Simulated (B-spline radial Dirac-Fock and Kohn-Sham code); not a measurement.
# An X-ray data sheet for Yb³⁺, step by step

What does theory give for the Yb³⁺ ion? The session works out the binding energy of each subshell and the widths and yields of its core holes.

The numbers are computed with B-spline radial Dirac-Fock and Kohn-Sham code (version 3): a free atom or ion on a radial basis; each step names its model.

### Step 1. The atom as given

The Yb³⁺ ion, configuration [Xe] 4f13, inside a Watson sphere of charge -3 and radius 2.4 Å (a model of the Madelung potential; inside it an electron's potential energy is raised by 18.0 eV).

| Quantity | Value |
| --- | --- |
| nuclear charge | 70 |
| electrons | 67 |
| mass number | 174 |
| nuclear rms radius | 5.3108 fm |

Outer shells as boxes (Hund's rule, for the drawing alone; heavy ions are jj-coupled, and the calculation averages over the configuration):

```
[Xe] core
4f [↑↓][↑↓][↑↓][↑↓][↑↓][↑↓][↑ ]
```

### Step 2. Core and valence levels

Model: Dirac-Fock average of configuration, Delta-SCF, finite nucleus, first-order Breit with its frequency dependence, self-energy and vacuum polarisation.

The run's settings:

```ini
task = binding
Z = 70
charge = 3
configuration = 1s2 2s2 2p6 3s2 3p6 3d10 4s2 4p6 4d10 4f13 5s2 5p6
mass_number = 174
rms_radius = 5.3108  # fm
watson_charge = -3  # e
watson_radius = 2.4  # A
```

Results of the run (chosen fields of its result record, rounded):

```text
status: converged
shells: ["K", "L1", "L2", "L3", "M1", "M2", "M3", "M4", "M5", "N1", "N2", "N3", "N4", "N5", "N6,7", "O1", "O2", "O3"]
total_energy_parts [Ha]: [-14021.9381, 15.823862, -1.6722942, -0.250432846, 11.3346328, -1.92918304]
koopmans [eV]: [61721.4, 10598.8, 10086.2, 9036.77, 2458.4, 2232.87, 2006.3, 1627.84, 1578.87, 525.196, 432.64, 380.793, 228.063, 218.391, 30.2401, 79.5827, 50.8784, 43.8671]
dirac_coulomb [eV]: [61637.2, 10548.9, 10032.0, 8985.22, 2430.3, 2203.88, 1978.67, 1597.78, 1549.31, 513.989, 421.719, 370.886, 218.78, 209.461, 23.598, 78.2459, 49.7593, 42.9699]
gaunt [eV]: [-209.412, -22.3027, -38.6099, -26.841, -3.89715, -6.98864, -4.6027, -2.90319, -1.91222, -0.791123, -1.41652, -0.853336, -0.370437, -0.172214, 0.144857, -0.107577, -0.160882, -0.0836718]
retardation [eV]: [15.6918, 1.80455, 4.2116, 4.20319, 0.297157, 0.744052, 0.747458, 0.276687, 0.269662, 0.0683536, 0.161926, 0.157203, 0.0393856, 0.0380581, -0.0237179, 0.00863491, 0.0177754, 0.0169071]
breit_frequency [eV]: [3.05726, -0.262461, -0.0158725, 1.34095, -0.0672719, -0.0655141, 0.263588, -0.0295269, -0.00102785, -0.0168822, -0.018157, 0.0579462, -0.00762751, -0.00197203, -0.00376433, -0.0033201, -0.00343068, 0.00685268]
self_energy [eV]: [-121.076, -16.9641, 0.146396, -1.13214, -3.84597, -0.041082, -0.280505, 0.281468, 0.145141, -0.906759, 0.000238591, -0.0529489, 0.0628895, 0.0363066, 0.0314456, -0.141018, 0.00566857, -0.000676776]
vacuum_polarisation [eV]: [21.6339, 2.83268, 0.0817081, -0.109313, 0.622375, 0.0189976, -0.0287844, -0.0308223, -0.0294661, 0.147145, 0.00358855, -0.00762315, -0.00715707, -0.00686377, -0.00371738, 0.0230767, -0.000177086, -0.0017796]
binding [eV]: [61347.1, 10514.0, 9997.81, 8962.68, 2423.41, 2197.55, 1974.77, 1595.37, 1547.78, 512.489, 420.45, 370.187, 218.497, 209.354, 23.7431, 78.0257, 49.6182, 42.9075]
mean_radius [bohr]: [0.0196597, 0.0826885, 0.0688055, 0.0762637, 0.215677, 0.205841, 0.219661, 0.193494, 0.197784, 0.488102, 0.496706, 0.527062, 0.553787, 0.565055, 0.718363, 1.20836, 1.33674, 1.43245]
```

total_energy_parts: Dirac-Coulomb, Gaunt, retardation, frequency dependence, self-energy, vacuum polarisation. 

The binding energies by parts, in eV; the parts add up.

| level | -ε | relaxation | Breit | QED | binding |
| --- | --- | --- | --- | --- | --- |
| 1s | 61721.4 | -84.19 | -190.66 | -99.44 | 61347.1 |
| 2s | 10598.8 | -49.94 | -20.76 | -14.13 | 10514.0 |
| 2p1/2 | 10086.2 | -54.18 | -34.41 | 0.23 | 9997.8 |
| 2p3/2 | 9036.8 | -51.55 | -21.30 | -1.24 | 8962.7 |
| 3s | 2458.4 | -28.10 | -3.67 | -3.22 | 2423.4 |
| 3p1/2 | 2232.9 | -28.99 | -6.31 | -0.02 | 2197.5 |
| 3p3/2 | 2006.3 | -27.63 | -3.59 | -0.31 | 1974.8 |
| 3d3/2 | 1627.8 | -30.07 | -2.66 | 0.25 | 1595.4 |
| 3d5/2 | 1578.9 | -29.57 | -1.64 | 0.12 | 1547.8 |
| 4s | 525.2 | -11.21 | -0.74 | -0.76 | 512.5 |
| 4p1/2 | 432.6 | -10.92 | -1.27 | 0.00 | 420.5 |
| 4p3/2 | 380.8 | -9.91 | -0.64 | -0.06 | 370.2 |
| 4d3/2 | 228.1 | -9.28 | -0.34 | 0.06 | 218.5 |
| 4d5/2 | 218.4 | -8.93 | -0.14 | 0.03 | 209.4 |
| 4f | 30.24 | -6.64 | 0.12 | 0.03 | 23.74 |
| 5s | 79.58 | -1.34 | -0.10 | -0.12 | 78.03 |
| 5p1/2 | 50.88 | -1.12 | -0.15 | 0.01 | 49.62 |
| 5p3/2 | 43.87 | -0.90 | -0.06 | 0.00 | 42.91 |

Line energies follow by subtraction:

| line | energy (eV) |
| --- | --- |
| Kβ2' (K-N3) | 60976.9 |
| Kβ2'' (K-N2) | 60926.7 |
| Kβ1 (K-M3) | 59372.4 |
| Kβ3 (K-M2) | 59149.6 |
| Kα1 (K-L3) | 52384.4 |
| Kα2 (K-L2) | 51349.3 |
| Lγ4 (L1-O3) | 10471.1 |
| Lγ3 (L1-N3) | 10143.8 |
| Lγ2 (L1-N2) | 10093.5 |
| Lγ1 (L2-N4) | 9779.3 |
| Lγ5 (L2-N1) | 9485.3 |
| Lβ7 (L3-O1) | 8884.7 |
| Lβ2 (L3-N5) | 8753.3 |
| Lβ15 (L3-N4) | 8744.2 |

### Step 3. Filling the vacancies

Model: independent-particle rates: relativistic LDA orbitals of the hole state, multipoles to L = 3 (length form), Coulomb Auger matrix elements with a Latter-tail continuum; energies from Dirac-Fock.

Settings, as recorded:

```ini
task = decay
holes = ["K", "L1", "L2", "L3", "M1", "M2", "M3", "M4", "M5", "N1", "N2", "N3", "N4", "N5"]
```

Results of the run (chosen fields of its result record, rounded):

```text
status: converged
K:
  width_radiative: 29.594
  width_radiative_velocity: 30.258
  width_nonradiative: 1.4912
  coster_kronig: {}
  radiative: [["L3", 52384.0, 15.117], ["L2", 51349.0, 8.5722], ["M3", 59372.0, 3.055], ["M2", 59150.0, 1.5726], ["N3", 60977.0, 0.68507], ["N2", 60927.0, 0.3525]]
  auger: [["L2L3", 42165.0, 0.35878], ["L1L2", 40644.0, 0.15332], ["L1L3", 41692.0, 0.15227], ["L3L3", 43209.0, 0.15222], ["L1L1", 40120.0, 0.11129], ["L2M3", 49294.0, 0.06596]]
L1:
  width_radiative: 0.62112
  width_radiative_velocity: 0.62319
  width_nonradiative: 4.6596
  coster_kronig: {"L2": 0.95707, "L3": 1.8703}
  radiative: [["M3", 8539.2, 0.26505], ["M2", 8316.4, 0.19934], ["N3", 10144.0, 0.066874], ["N2", 10094.0, 0.047977], ["L3", 1551.3, 0.010257], ["O3", 10471.0, 0.0096299]]
  auger: [["L3N5", 1311.9, 0.40973], ["L3N4", 1301.6, 0.3288], ["M4M5", 7306.4, 0.31498], ["L3N7", 1504.5, 0.29095], ["L3N1", 1005.8, 0.25364], ["L3N6", 1502.8, 0.2322]]
L2:
  width_radiative: 1.0519
  width_radiative_velocity: 1.0735
  width_nonradiative: 3.3622
  coster_kronig: {"L3": 0.64783}
  radiative: [["M4", 8402.4, 0.86731], ["N4", 9779.3, 0.15455], ["M1", 7574.4, 0.02241], ["N1", 9485.3, 0.005502], ["O1", 9919.8, 0.00094954], ["M3", 8023.0, 0.00065551]]
  auger: [["M4M5", 6790.2, 0.65468], ["M2M3", 5772.1, 0.27738], ["L3N4", 785.49, 0.25022], ["M2M5", 6192.7, 0.23795], ["M3M4", 6370.6, 0.18851], ["L3N2", 581.01, 0.18395]]
L3:
  width_radiative: 0.95448
  width_radiative_velocity: 0.96757
  width_nonradiative: 3.3639
  coster_kronig: {}
  radiative: [["M5", 7414.9, 0.69932], ["N5", 8753.3, 0.11906], ["M4", 7367.3, 0.079194], ["M1", 6539.3, 0.033247], ["N4", 8744.2, 0.013296], ["N1", 8450.2, 0.0079347]]
  auger: [["M4M5", 5755.1, 0.70217], ["M5M5", 5804.7, 0.45904], ["M3M5", 5387.4, 0.34759], ["M3M4", 5335.5, 0.24225], ["M3M3", 4960.2, 0.22007], ["M2M3", 4736.9, 0.17164]]
M1:
  width_radiative: 0.02121
  width_radiative_velocity: 0.020682
  width_nonradiative: 15.366
  coster_kronig: {"M2": 2.1054, "M3": 9.162, "M4": 1.3365, "M5": 1.8816}
  radiative: [["N3", 2053.2, 0.008309], ["N2", 2003.0, 0.0080031], ["M3", 448.64, 0.0019734], ["O3", 2380.5, 0.0013772], ["O2", 2373.8, 0.0012867], ["M2", 225.86, 0.00011673]]
  auger: [["M3N7", 400.88, 3.0521], ["M3N6", 399.06, 2.4323], ["M3N3", 51.007, 1.585], ["M3N5", 211.86, 0.91748], ["M2N7", 177.96, 0.90388], ["M2N6", 176.58, 0.6764]]
M2:
  width_radiative: 0.021729
  width_radiative_velocity: 0.021343
  width_nonradiative: 10.652
  coster_kronig: {"M3": 0.84539, "M4": 7.533, "M5": 1.3001}
  radiative: [["N4", 1979.0, 0.014708], ["M4", 602.18, 0.0036467], ["N1", 1685.1, 0.0027514], ["O1", 2119.5, 0.0004907], ["N6", 2172.9, 0.0001154], ["N3", 1827.4, 1.3933e-05]]
  auger: [["M4N7", 554.33, 2.5088], ["M4N6", 553.17, 1.6465], ["M4N3", 203.24, 0.89041], ["M5N2", 199.29, 0.83965], ["M4N1", 59.702, 0.76513], ["M4N2", 152.2, 0.74203]]
M3:
  width_radiative: 0.022462
  width_radiative_velocity: 0.022109
  width_nonradiative: 9.2898
  coster_kronig: {"M4": 0.79596, "M5": 7.3496}
  radiative: [["N5", 1765.4, 0.014772], ["N1", 1462.3, 0.0037392], ["N4", 1756.3, 0.0018554], ["M5", 426.99, 0.0012365], ["O1", 1896.7, 0.00065563], ["M4", 379.4, 9.3105e-05]]
  auger: [["M5N7", 379.47, 2.1241], ["M5N6", 377.46, 1.7695], ["M5N3", 28.367, 1.6365], ["M5N5", 190.18, 0.79359], ["M5N4", 179.94, 0.55943], ["M4N7", 331.56, 0.25868]]
M4:
  width_radiative: 0.022575
  width_radiative_velocity: 0.022863
  width_nonradiative: 1.4179
  coster_kronig: {}
  radiative: [["N6", 1570.7, 0.021055], ["N2", 1174.9, 0.001177], ["O2", 1545.8, 0.00016925], ["N3", 1225.2, 0.00014834], ["O3", 1552.5, 2.0969e-05], ["N4", 1376.9, 2.4611e-06]]
  auger: [["N4N5", 1142.4, 0.24198], ["N6N7", 1525.1, 0.21398], ["N3N4", 981.8, 0.13845], ["N4N4", 1133.7, 0.11999], ["N4N7", 1330.4, 0.11795], ["N5N6", 1338.0, 0.10009]]
M5:
  width_radiative: 0.021353
  width_radiative_velocity: 0.021547
  width_nonradiative: 1.4665
  coster_kronig: {}
  radiative: [["N7", 1524.7, 0.019243], ["N6", 1523.1, 0.00098894], ["N3", 1177.6, 0.00097878], ["O3", 1504.9, 0.00013828], ["N5", 1338.4, 2.5953e-06], ["N4", 1329.3, 6.8135e-07]]
  auger: [["N5N5", 1104.4, 0.19522], ["N6N7", 1477.5, 0.18416], ["N4N5", 1094.8, 0.1725], ["N5N7", 1292.8, 0.15877], ["N3N5", 945.28, 0.12871], ["N7N7", 1479.1, 0.12585]]
N1:
  width_radiative: 0.00063774
  width_radiative_velocity: 0.00057521
  width_nonradiative: 12.436
  coster_kronig: {"N2": 2.288, "N3": 6.8955, "N4": 0.9041, "N5": 1.1045, "N6": 0.62202, "N7": 0.54765}
  radiative: [["N3", 142.3, 0.00033643], ["O2", 462.87, 0.00016162], ["O3", 469.58, 9.5671e-05], ["N2", 92.039, 4.3492e-05], ["N5", 303.14, 3.3895e-07], ["N4", 293.99, 1.897e-07]]
  auger: [["N3N7", 95.808, 2.3652], ["N3N6", 93.922, 1.9061], ["N2O3", 32.332, 1.0192], ["N3O3", 82.745, 1.0151], ["N3O2", 75.166, 0.81531], ["N3O1", 45.692, 0.79376]]
N2:
  width_radiative: 0.0011663
  width_radiative_velocity: 0.0010497
  width_nonradiative: 12.507
  coster_kronig: {"N3": 1.802, "N4": 8.3595, "N5": 1.2316, "N6": 0.6488, "N7": 0.38975}
  radiative: [["N4", 201.95, 0.00099383], ["O1", 342.42, 0.00017105], ["N6", 395.81, 1.2921e-06], ["O3", 377.54, 1.0348e-07], ["N3", 50.263, 8.0024e-10], ["N5", 211.1, 1.7144e-11]]
  auger: [["N4N7", 155.45, 4.5946], ["N4N6", 155.01, 2.1754], ["N3N6", 1.8832, 0.95472], ["N3N7", 3.7691, 0.84729], ["N4O3", 142.2, 0.66014], ["N5N6", 163.12, 0.57359]]
N3:
  width_radiative: 0.00076149
  width_radiative_velocity: 0.0006661
  width_nonradiative: 9.4436
  coster_kronig: {"N4": 1.2514, "N5": 6.9685, "N6": 0.55818, "N7": 0.58453}
  radiative: [["N5", 160.83, 0.00049891], ["O1", 292.16, 0.00021587], ["N4", 151.69, 4.5758e-05], ["N7", 347.12, 7.1931e-07], ["N6", 345.55, 1.1646e-07], ["O2", 320.57, 6.7053e-08]]
  auger: [["N5N7", 115.21, 2.4395], ["N5N6", 112.86, 2.297], ["N5O3", 101.13, 0.91687], ["N5O1", 64.136, 0.66931], ["N5O2", 93.665, 0.64582], ["N4N7", 105.19, 0.50519]]
N4:
  width_radiative: 0.00093749
  width_radiative_velocity: 0.00082388
  width_nonradiative: 5.8902
  coster_kronig: {"N6": 5.6088, "N7": 0.22015}
  radiative: [["N6", 193.86, 0.00086182], ["O2", 168.88, 6.6028e-05], ["O3", 175.59, 9.6439e-06], ["O1", 140.47, 2.8344e-09], ["N7", 195.42, 1.0334e-11], ["N5", 9.1426, 4.2578e-12]]
  auger: [["N6N7", 148.21, 3.3268], ["N6N6", 146.64, 1.0672], ["N6O3", 134.27, 0.49512], ["N6O1", 97.424, 0.40147], ["N6O2", 127.0, 0.31826], ["N7O2", 128.48, 0.1004]]
N5:
  width_radiative: 0.00085155
  width_radiative_velocity: 0.00074193
  width_nonradiative: 5.7174
  coster_kronig: {"N6": 2.6382, "N7": 3.0088}
  radiative: [["N7", 186.28, 0.00075556], ["O3", 166.45, 5.9301e-05], ["N6", 184.72, 3.6684e-05], ["O1", 131.33, 2.3265e-09], ["O2", 159.74, 5.9797e-13]]
  auger: [["N6N7", 139.07, 2.4053], ["N7N7", 140.64, 1.7532], ["N7O3", 126.73, 0.46833], ["N7O1", 89.845, 0.40048], ["N7O2", 119.34, 0.38674], ["N6O3", 125.13, 0.08823]]
```

All in eV. For each hole the six strongest lines (shell, energy, width) and Auger groups (final holes, energy, width) are shown.

Widths (eV), yields and lifetimes:

| hole | radiative | Auger | Coster-Kronig | total | yield | lifetime (fs) |
| --- | --- | --- | --- | --- | --- | --- |
| K (1s) | 29.6 | 1.49 | 0 | 31.1 | 0.952 | 0.0212 |
| L1 (2s) | 0.621 | 1.83 | 2.83 | 5.28 | 0.118 | 0.125 |
| L2 (2p1/2) | 1.05 | 2.71 | 0.648 | 4.41 | 0.238 | 0.149 |
| L3 (2p3/2) | 0.954 | 3.36 | 0 | 4.32 | 0.221 | 0.152 |
| M1 (3s) | 0.0212 | 0.880 | 14.5 | 15.4 | 0.00138 | 0.0428 |
| M2 (3p1/2) | 0.0217 | 0.974 | 9.68 | 10.7 | 0.00204 | 0.0617 |
| M3 (3p3/2) | 0.0225 | 1.14 | 8.15 | 9.31 | 0.00241 | 0.0707 |
| M4 (3d3/2) | 0.0226 | 1.42 | 0 | 1.44 | 0.0157 | 0.457 |
| M5 (3d5/2) | 0.0214 | 1.47 | 0 | 1.49 | 0.0144 | 0.442 |
| N1 (4s) | 6.38e-04 | 0.0743 | 12.4 | 12.4 | 5.13e-05 | 0.0529 |
| N2 (4p1/2) | 0.00117 | 0.0750 | 12.4 | 12.5 | 9.32e-05 | 0.0526 |
| N3 (4p3/2) | 7.61e-04 | 0.0810 | 9.36 | 9.44 | 8.06e-05 | 0.0697 |
| N4 (4d3/2) | 9.37e-04 | 0.0612 | 5.83 | 5.89 | 1.59e-04 | 0.112 |
| N5 (4d5/2) | 8.52e-04 | 0.0704 | 5.65 | 5.72 | 1.49e-04 | 0.115 |

Emission lines that fill the K hole:

```
  Kα2 51349.3      56.7 #############################
  Kα1 52384.4       100 ################################
  Kβ3 59149.6      10.4 #####################
  Kβ1 59372.4      20.2 ########################
Kβ2'' 60926.7      2.33 #############
 Kβ2' 60976.9      4.53 ################
 K-O2 61297.5     0.336 ###
 K-O3 61304.2     0.638 #######
```
(bars on a logarithmic scale, % of the strongest)

### Step 4. Results

| quantity | value |
| --- | --- |
| deepest level listed, K (1s) | 61347.1 eV |
| least bound, N6,7 (4f) | 23.74 eV |
| Kα1 | 52384.4 eV |
| K hole: width, yield | 31.1 eV, 0.952 |
| its lifetime | 0.0212 fs |
| its strongest line | Kα1 (K-L3), 52384.4 eV |

**Reading.** The K (1s) level lies 84.2 eV under Koopmans' value by relaxation alone; Breit gives -190.66 and QED -99.44 eV. With a yield of 0.95, X-ray emission is the main way out for the K hole, in 0.021 fs. Coster-Kronig decay rules L1, M1, M2, M3, N1, N2, N3, N4 and N5, where this model's widths can be far from the measured ones. The Hartree-Fock and Dirac-Fock values hold no electron correlation.
